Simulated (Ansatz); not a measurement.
# HSeS radical (SMILES [S][SeH]): one structure at several levels

An exercise on one series of results from a longer session: the logs are not shown, and one member is left open.

Method: single points in def2-TZVPP; program: Ansatz 0.2.0, Gaussian basis.

Cores are frozen in the correlated methods. Filled d shells of the heavier atoms are correlated. Orbitals are unrestricted.

### Starting geometry

SMILES `[S][SeH]`, 3 atoms, charge 0, spin multiplicity 2.

Atoms are counted from 1 here; the program's logs count them from 0.

Bond lengths: S1–Se2 2.067 Å, Se2–H3 1.499 Å. Angles: S1–Se2–H3 102.1°.

Geometry (Å):

```xyz
3
HSSe
S     1.1241   -0.9565    0.4924
Se   -0.6112   -0.2352   -0.3691
H    -0.4873    1.2412   -0.1382
```

The first run:

run/in.yaml

```yaml
crystal:
  periodic: [false, false, false]
  atoms:
    - {symbol: S, position_ang: [1.124100, -0.956500, 0.492400]}
    - {symbol: Se, position_ang: [-0.611200, -0.235200, -0.369100]}
    - {symbol: H, position_ang: [-0.487300, 1.241200, -0.138200]}
basis:
  gaussian: {orbitals: def2-TZVPP}
magnetization: {spin_polarized: true, initial_magnetization: 1}
correlation: {method: ccsd_t}
scf: {omitted_lower_state_checks: [cluster_reference]}
output: {forces: true}
```

No record of the launch command was kept for these runs.

Among the steps run: CCSD(T)/def2-TZVPP; PBE0-D4/def2-TZVPP; wB97M-V/def2-TZVPP; r2SCAN-D4/def2-TZVPP; PBE-D4/def2-TZVPP; r2SCAN0-D4/def2-TZVPP; LC-wPBE/def2-TZVPP.

One of the session's tables, all rows but one given; the rest of the session is left out.

```
    method  RMS force component (eV/Å)  angle to CCSD(T) forces (°)  dipole (D)
   CCSD(T)                       0.454                    reference        1.67
   PBE0-D4                           ?                            ?           ?
   wB97M-V                       0.328                         11.9        1.72
 r2SCAN-D4                       0.312                          8.5        1.76
    PBE-D4                       0.437                         30.5        1.77
r2SCAN0-D4                       0.272                         22.1        1.70
   LC-wPBE                       0.266                         52.1        1.69
```

Q: Estimate the row for PBE0-D4 from the others.

As computed: RMS force component (eV/Å): 0.274; angle to CCSD(T) forces (°): 3.0; dipole (D): 1.74. In the column «RMS force component (eV/Å)» it lies between r2SCAN0-D4 (0.272) and r2SCAN-D4 (0.312).
